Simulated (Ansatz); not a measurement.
# MnAs: the cost of one run

Method: DFT PBEsol, scalar-relativistic, plane waves, PAW, in Ansatz 0.2.0.

The COD entry's cell or inner coordinates are ideal or old and differ from later refinements, so a difference from it is no clean test against experiment.

2 further runs of the same task are left out: 2 set aside as unsound or not needed.

## 1. Starting point

Symmetry: P6_3/mmc, No. 194, hexagonal system. Conventional cell: a = 3.575 Å, b = 3.575 Å, c = 5.335 Å, α = 90.00°, β = 90.00°, γ = 120.00°. Around Mn (site symmetry -3m) lie 6 As at 2.46 Å and 2 Mn at 2.67 Å. As (site symmetry -6m2) is surrounded by 6 Mn at 2.46 Å.

Coordinates:

```cif
data_structure
_symmetry_space_group_name_H-M 'P 1'
_symmetry_Int_Tables_number 1
_cell_length_a 3.5748
_cell_length_b 3.5748
_cell_length_c 5.3349
_cell_angle_alpha 90.000
_cell_angle_beta 90.000
_cell_angle_gamma 120.000
_cell_volume 59.04
loop_
_atom_site_label
_atom_site_type_symbol
_atom_site_fract_x
_atom_site_fract_y
_atom_site_fract_z
_atom_site_occupancy
Mn1 Mn 0.00000 0.00000 0.00000 1
Mn2 Mn 0.00000 0.00000 0.50000 1
As1 As 0.33333 0.66667 0.25000 1
As2 As 0.66667 0.33333 0.75000 1
```

It is the result of an earlier relaxation at this level (volume 14.76 Å³/atom; gap on the mesh: none (metal), site moments up to 2.4 μB).

## 2. Volume × 0.97

Input file input.yaml:

```yaml
crystal:
  lattice:
    - [3.5386832757, 0.0, 0.0]
    - [-1.7693416379, 3.0645896127, 0.0]
    - [0.0, 0.0, 5.2810063834]
  atoms:
    - { symbol: Mn, position: [0.0, 0.0, 0.0], spin: 2.66 }
    - { symbol: Mn, position: [0.0, 0.0, 0.5], spin: 2.66 }
    - { symbol: As, position: [0.3333333333, 0.6666666667, 0.25] }
    - { symbol: As, position: [0.6666666667, 0.3333333333, 0.75] }
basis:
  ecutwfc: 420
kpoints:
  mp_grid: { grid: [12, 12, 8] }
hamiltonian:
  xc: pbesol
scf:
  occupations: { method: gaussian, width: 0.1 }
output:
  forces: true
  stress: true
  eigenvalues: true
  populations: true
magnetization:
  spin_polarized: true
relax:
  adjacent_minimum: "off"
  f_tol: 0.01
  max_steps: 30
  cell: { stress_tol: 0.1, fix: [volume] }
```

Started as:

```
ansatz run input.yaml --threads 1 --pin off --max-ram 2560MiB --backend cpu --events-out ev --progress --plain --runs-dir out
```

**Question.** How long does this run take on 1 thread of Intel Xeon at 2.50GHz (Skylake/Cascade Lake), shared host, and how much memory does it need?

About 2.8 min, with a peak of 0.64 GiB.
